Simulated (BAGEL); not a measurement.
**GaH5S (SMILES [SH2+][GaH3-]): HF/6-31G(d) (density fitting with qzvpp-jkfit, spherical functions)**

What is the vertical singlet–triplet gap of GaH5S at HF/6-31G* (density fitting with qzvpp-jkfit, spherical functions)? 

The calculation is run with BAGEL 1.2.2.

6 further runs of the same task are left out: 5 that didn't finish, 1 set aside as unsound or not needed.

### Step 1. The system as given

The species is GaH5S (7 atoms), meant as a singlet with charge 0. SMILES: `[SH2+][GaH3-]`. Geometry: relaxed at PBE0-D4/def2-TZVP.

Bond lengths: S1–Ga2 2.599 Å, S1–H3 1.343 Å, S1–H4 1.343 Å, Ga2–H5 1.574 Å, Ga2–H6 1.574 Å, Ga2–H7 1.576 Å. Angles: S1–Ga2–H5 94.8°, S1–Ga2–H6 94.9°, S1–Ga2–H7 97.5°, Ga2–S1–H3 97.6°, Ga2–S1–H4 97.6°, H5–Ga2–H6 119.2°, H5–Ga2–H7 118.9°, H6–Ga2–H7 118.9°, H3–S1–H4 92.7°.

### Step 2. A single-point energy at HF/6-31G(d) (density fitting with qzvpp-jkfit, spherical functions)

Contents of calc.json:

```json
{ "bagel": [

{
  "title": "molecule",
  "basis": "6-31gs.json",
  "df_basis": "qzvpp-jkfit",
  "angstrom": "true",
  "geometry": [
    { "atom": "S", "xyz": [      -0.794500,      -1.301600,       0.079900 ] },
    { "atom": "Ga", "xyz": [       0.181600,       1.099400,      -0.113700 ] },
    { "atom": "H", "xyz": [      -0.081600,      -1.698200,       1.147200 ] },
    { "atom": "H", "xyz": [       0.042100,      -1.903600,      -0.781700 ] },
    { "atom": "H", "xyz": [      -0.401300,       1.363700,      -1.552200 ] },
    { "atom": "H", "xyz": [      -0.587500,       1.657800,       1.141400 ] },
    { "atom": "H", "xyz": [       1.702400,       0.714400,       0.033400 ] }
  ]
},

{
  "title": "hf",
  "charge": 0
},

{
  "title": "print",
  "file": "orbitals.molden",
  "orbitals": "true"
}

]}
```

The basis set 6-31G* is read from a file made from the Basis Set Exchange's data (not shown).

Launch:

```
$ BAGEL_NUM_THREADS=1 BAGEL calc.json > calc.out
```

What it wrote:

```text
* using 1 threads per process

  ===============================================================
  ===============================================================

  *** Geometry ***

  { "atom" : "S", "xyz" : [     -1.501387,     -2.459668,      0.150989 ] },
  { "atom" : "Ga", "xyz" : [      0.343174,      2.077565,     -0.214862 ] },
  { "atom" : "H", "xyz" : [     -0.154202,     -3.209133,      2.167894 ] },
  { "atom" : "H", "xyz" : [      0.079557,     -3.597283,     -1.477199 ] },
  { "atom" : "H", "xyz" : [     -0.758347,      2.577020,     -2.933233 ] },
  { "atom" : "H", "xyz" : [     -1.110214,      3.132788,      2.156933 ] },
  { "atom" : "H", "xyz" : [      3.217070,      1.350020,      0.063117 ] },

  Number of auxiliary basis functions:      484

  Since a DF basis is specified, we compute 2- and 3-index integrals:
    o Being stored without compression. Storage requirement is 0.014 GB

  Number of basis functions:       60
  Number of electrons      :       52

    * METHOD: MOLECULE                             0.19

  *** RHF ***

  === Nuclear Repulsion ===
   165.2677854440

      * DIIS with orbital gradients will be used.

  === RHF iteration (6-31gs.json) ===
      0      -2323.30125455          0.00966667           0.04
      1      -2323.34043290          0.00435313           0.04
      2      -2323.34474193          0.00162420           0.04
      3      -2323.34560610          0.00023690           0.04
      4      -2323.34563380          0.00004395           0.04
      5      -2323.34563541          0.00000718           0.04
      6      -2323.34563547          0.00000192           0.04
      7      -2323.34563547          0.00000056           0.04
      8      -2323.34563547          0.00000018           0.05
      9      -2323.34563547          0.00000008           0.04
     10      -2323.34563547          0.00000002           0.04
     11      -2323.34563547          0.00000000           0.04
    * SCF iteration converged.

    * Permanent dipole moment:
           (   -0.062678,     1.322326,    -0.145406) a.u.

    * METHOD: HF                                   0.64

    * METHOD: PRINT                                0.01

  ===============================================================
```

Run time: 1 s. Hardware: 1 thread of Arm Neoverse V2, shared host; peak memory 0.094 GiB.

### Step 3. The triplet, same level

Contents of hf.json:

```json
{ "bagel": [

{
  "title": "molecule",
  "basis": "6-31gs.json",
  "df_basis": "qzvpp-jkfit",
  "angstrom": "true",
  "geometry": [
    { "atom": "S", "xyz": [   -0.794500,   -1.301600,    0.079900 ] },
    { "atom": "Ga", "xyz": [    0.181600,    1.099400,   -0.113700 ] },
    { "atom": "H", "xyz": [   -0.081600,   -1.698200,    1.147200 ] },
    { "atom": "H", "xyz": [    0.042100,   -1.903600,   -0.781700 ] },
    { "atom": "H", "xyz": [   -0.401300,    1.363700,   -1.552200 ] },
    { "atom": "H", "xyz": [   -0.587500,    1.657800,    1.141400 ] },
    { "atom": "H", "xyz": [    1.702400,    0.714400,    0.033400 ] }
  ]
},
{
  "title": "uhf",
  "nopen": 2
},
{
  "title": "print",
  "file": "orbitals.molden",
  "orbitals": "true"
}

]}
```

The basis set 6-31G* is read from a file made from the Basis Set Exchange's data (not shown).

Launch:

```
$ BAGEL_NUM_THREADS=1 BAGEL hf.json > hf.out
```

What it wrote:

```text
* using 1 threads per process

  ===============================================================
  ===============================================================

  *** Geometry ***

  { "atom" : "S", "xyz" : [     -1.501387,     -2.459668,      0.150989 ] },
  { "atom" : "Ga", "xyz" : [      0.343174,      2.077565,     -0.214862 ] },
  { "atom" : "H", "xyz" : [     -0.154202,     -3.209133,      2.167894 ] },
  { "atom" : "H", "xyz" : [      0.079557,     -3.597283,     -1.477199 ] },
  { "atom" : "H", "xyz" : [     -0.758347,      2.577020,     -2.933233 ] },
  { "atom" : "H", "xyz" : [     -1.110214,      3.132788,      2.156933 ] },
  { "atom" : "H", "xyz" : [      3.217070,      1.350020,      0.063117 ] },

  Number of auxiliary basis functions:      484

  Since a DF basis is specified, we compute 2- and 3-index integrals:
    o Being stored without compression. Storage requirement is 0.014 GB

  Number of basis functions:       60
  Number of electrons      :       52

    * METHOD: MOLECULE                             0.19

  *** Open-shell HF ***

  === Nuclear Repulsion ===
   165.2677854440

      * DIIS with orbital gradients will be used.

  === UHF iteration (6-31gs.json) ===
      0      -2323.01558205          0.02053631           0.08
      1      -2323.08005818          0.01161372           0.08
      2      -2323.09460409          0.00783383           0.08
      3      -2323.09995019          0.00252404           0.08
      4      -2323.10448520          0.00108219           0.08
      5      -2323.10575205          0.00050085           0.09
      6      -2323.10620692          0.00021172           0.08
      7      -2323.10631815          0.00011613           0.08
      8      -2323.10635371          0.00007600           0.08
      9      -2323.10636771          0.00005013           0.08
     10      -2323.10637375          0.00002182           0.09
     11      -2323.10637438          0.00001375           0.09
     12      -2323.10637460          0.00000773           0.08
     13      -2323.10637472          0.00000345           0.08
     14      -2323.10637473          0.00000280           0.08
     15      -2323.10637474          0.00000233           0.08
     16      -2323.10637476          0.00000172           0.08
     17      -2323.10637477          0.00000136           0.08
     18      -2323.10637477          0.00000115           0.08
     19      -2323.10637478          0.00000098           0.08
     20      -2323.10637478          0.00000061           0.08
     21      -2323.10637478          0.00000036           0.08
     22      -2323.10637478          0.00000021           0.08
     23      -2323.10637478          0.00000010           0.08
     24      -2323.10637478          0.00000006           0.08
     25      -2323.10637478          0.00000005           0.08
     26      -2323.10637478          0.00000003           0.08
     27      -2323.10637478          0.00000003           0.08
     28      -2323.10637478          0.00000002           0.08
     29      -2323.10637478          0.00000002           0.08
     30      -2323.10637478          0.00000002           0.09
     31      -2323.10637478          0.00000001           0.08
     32      -2323.10637478          0.00000001           0.08
    * SCF iteration converged.

    * S^2 (UHF) is 2.0075

    * Permanent dipole moment:
           (   -0.711015,     2.200453,    -0.286305) a.u.

    * METHOD: UHF                                  2.87

    * METHOD: PRINT                                0.01

  ===============================================================
```

It took 3.3 s on 1 thread of Arm Neoverse V2, shared host; peak memory 0.094 GiB.

### Step 4. Summary of results

At HF/6-31G* (density fitting with qzvpp-jkfit, spherical functions):

| quantity | value |
| --- | --- |
| singlet: total energy | -2323.34564 Eh |
| singlet: dipole moment | 3.39 D |
| singlet: HOMO energy | -10.94 eV |
| singlet: LUMO energy | 2.35 eV |
| singlet: HOMO–LUMO gap | 13.30 eV |
| triplet: total energy | -2323.10637 Eh |
| triplet: dipole moment | 5.92 D |
| triplet: ⟨S²⟩ | 2.007 |
| vertical energy of the triplet above the singlet | 6.511 eV |

At this shape the triplet lies 6.51 eV (628 kJ/mol) above the singlet.
